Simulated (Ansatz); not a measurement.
# ClH₃InOSi radical: up Jacob's ladder to CCSD(T)

The task here is to estimate one member of a computed series from the others.

The runs use Ansatz 0.2.0, Gaussian basis; functionals in def2-TZVPP, the program's frozen cores in correlated methods.

The runs, in order: LDA (SPW92), PBE-D4, revPBE-D4, BLYP-D4, r2SCAN-D4, B97M-V, PBE0-D4, B3LYP-D4, r2SCANh-D4, r2SCAN0-D4, HSE06-D4, BHLYP-D4, CAM-B3LYP-D4, LC-ωPBE, ωB97X-V, ωB97M-V, B2PLYP, PBE-QIDH; CCSD(T)/def2-SVP; CCSD(T)/def2-TZVPP; MP2/def2-QZVPP; extrapolation to the limit; RPA on PBE.

## Structure used throughout

All runs share one geometry, relaxed beforehand with PBE0-D4 in a triple-zeta def2 set. In takes the def2 core potential; no spin-orbit term is included.

SMILES `[SiH3][O][In][Cl]`, 7 atoms, charge 0, spin multiplicity 2.

Atoms are counted from 1 here; the program's logs count them from 0.

Bond lengths: Si1–O2 1.634 Å, Si1–H5 1.491 Å, Si1–H6 1.486 Å, Si1–H7 1.491 Å, O2–In3 1.993 Å, In3–Cl4 2.351 Å. Angles: O2–Si1–H5 111.6°, O2–Si1–H6 108.5°, O2–Si1–H7 111.6°, H5–Si1–H6 108.8°, H5–Si1–H7 107.5°, H6–Si1–H7 108.8°, Si1–O2–In3 137.3°, O2–In3–Cl4 115.6°.

The first run:

in.yaml reads:

```yaml
crystal:
  periodic: [false, false, false]
  atoms:
    - {symbol: Si, position_ang: [0.016641, 1.144586, 0.460803]}
    - {symbol: O, position_ang: [0.203740, -0.441612, 0.114498]}
    - {symbol: In, position_ang: [-0.437594, -1.723263, -1.270572]}
    - {symbol: Cl, position_ang: [0.330711, -3.933153, -1.041243]}
    - {symbol: H, position_ang: [0.496203, 2.009490, -0.655325]}
    - {symbol: H, position_ang: [0.803741, 1.457842, 1.681947]}
    - {symbol: H, position_ang: [-1.413431, 1.486119, 0.709903]}
basis:
  gaussian: {orbitals: def2-TZVPP}
magnetization: {spin_polarized: true, initial_magnetization: 1}
hamiltonian: {xc: lda}
output: {orbitals: {seedname: orbitals}}
```

Steps of the session up to this table: LDA; PBE-D4 (GGA); revPBE-D4 (GGA); BLYP-D4 (GGA); r2SCAN-D4 (meta-GGA); B97M-V (meta-GGA); PBE0-D4 (hybrid); B3LYP-D4 (hybrid); r2SCANh-D4 (hybrid); r2SCAN0-D4 (hybrid); HSE06-D4 (hybrid); BHLYP-D4 (hybrid); CAM-B3LYP-D4 (range-separated); LC-ωPBE (range-separated); ωB97X-V (range-separated); ωB97M-V (range-separated); B2PLYP (double hybrid); PBE-QIDH (double hybrid).

One of the session's tables, all rows but one given; the rest of the session is left out.

It belongs to the step «Orbital energies across the functionals». 

| functional | HOMO (eV) | LUMO (eV) | gap (eV) |
| --- | --- | --- | --- |
| LDA (SPW92) | -6.11 | -5.50 | 0.61 |
| PBE-D4 | -5.95 | -5.15 | 0.80 |
| revPBE-D4 | -5.90 | -5.02 | 0.88 |
| BLYP-D4 | -5.80 | -5.15 | 0.65 |
| r2SCAN-D4 | -6.35 | -4.91 | 1.44 |
| B97M-V | -6.05 | -5.28 | 0.77 |
| PBE0-D4 | -7.04 | -4.32 | 2.73 |
| B3LYP-D4 | -6.83 | -4.69 | 2.14 |
| r2SCANh-D4 | -6.75 | -4.60 | 2.15 |
| r2SCAN0-D4 | -7.35 | -4.14 | 3.21 |
| HSE06-D4 | -6.65 | -4.69 | 1.96 |
| BHLYP-D4 | -7.97 | -3.57 | 4.40 |
| CAM-B3LYP-D4 | -8.27 | -3.49 | 4.79 |
| LC-ωPBE | ? | ? | ? |
| ωB97X-V | -9.11 | -2.44 | 6.67 |
| ωB97M-V | -9.10 | -2.66 | 6.44 |

Estimate the missing values for LC-ωPBE.

The run gave: HOMO (eV): -9.53; LUMO (eV): -2.07; gap (eV): 7.46. In the column «HOMO (eV)» it is the lowest.
